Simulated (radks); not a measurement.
# Taking charge from the 5d level of Ta³⁺ in fractions

What happens to E and to the 5d eigenvalue of Ta³⁺ when a fraction of an electron is removed? The exact functional would give straight lines between whole numbers for a frontier level.

Method: Dirac Kohn-Sham, LDA (Slater exchange, Perdew-Wang correlation), spin-unpolarised, spherical densities, finite nucleus. Code: radks (a radial shooting solver on a logarithmic mesh, Libxc functionals) version 1.

## 1. The atom as given

| Quantity | Value |
| --- | --- |
| element | tantalum (Z = 73) |
| charge | +3 |
| electrons | 70 |
| configuration | [Xe] 4f14 5d(3/2: 2, 5/2: 0) |
| nuclear rms radius | 5.3507 fm |

A shell typed twice in an input gives the lower j, then the higher j.

## 2. Start: [Xe] 4f14 5d(3/2: 2, 5/2: 0)

The run's settings:

```text
Z 73
configuration [Xe] 4f14 5d2 5d0
relativity Dirac
functional lda,pw
spin unpolarised
j_filling energy
nucleus finite rms 5.3507 fm
c 137.035999084
```

## 3. 0.25 electron removed from 5d

Input: that of step 2 with these lines changed.

```diff
@@ -1,3 +1,3 @@
 Z 73
-configuration [Xe] 4f14 5d2 5d0
+configuration [Xe] 4f14 5d1.75 5d0
 relativity Dirac
```

## 4. 0.5 electron removed from 5d

Input: that of step 3 with these lines changed.

```diff
@@ -1,3 +1,3 @@
 Z 73
-configuration [Xe] 4f14 5d1.75 5d0
+configuration [Xe] 4f14 5d1.5 5d0
 relativity Dirac
```

## 5. 0.75 electron removed from 5d

Input: that of step 4 with these lines changed.

```diff
@@ -1,3 +1,3 @@
 Z 73
-configuration [Xe] 4f14 5d1.5 5d0
+configuration [Xe] 4f14 5d1.25 5d0
 relativity Dirac
```

## 6. 1 electron removed from 5d

Input: that of step 5 with these lines changed.

```diff
@@ -1,3 +1,3 @@
 Z 73
-configuration [Xe] 4f14 5d1.25 5d0
+configuration [Xe] 4f14 5d1 5d0
 relativity Dirac
```

Q: Predict the outcome of this session. Wanted: for each run, removed; E − E(0); eigenvalue; E minus straight line.

**Answer**, as computed:

```tsv
removed (e)	E − E(0) (eV)	eigenvalue (eV)	E minus straight line (eV)
0	0.000	-29.778	0.000
0.25	7.810	-32.714	-1.131
0.5	16.363	-35.719	-1.519
0.75	25.675	-38.791	-1.147
1	35.763	-41.925	0.000
```

**Reading.** Removing the whole electron costs 35.763 eV, against 29.778 eV from minus the starting eigenvalue. Slater's transition state, half an electron removed, gives 35.719 eV. The trapezoid integral of minus the eigenvalue gives 35.769 eV over the range, against 35.763 eV from the energies (Janak's theorem). The eigenvalue moves by 12.1 eV per electron. E bends below the straight line by 1.52 eV at 0.5 electron removed: the delocalisation error of the functional. NIST lists 35 eV (theoretical) for the ionisation energy of Ta³⁺.
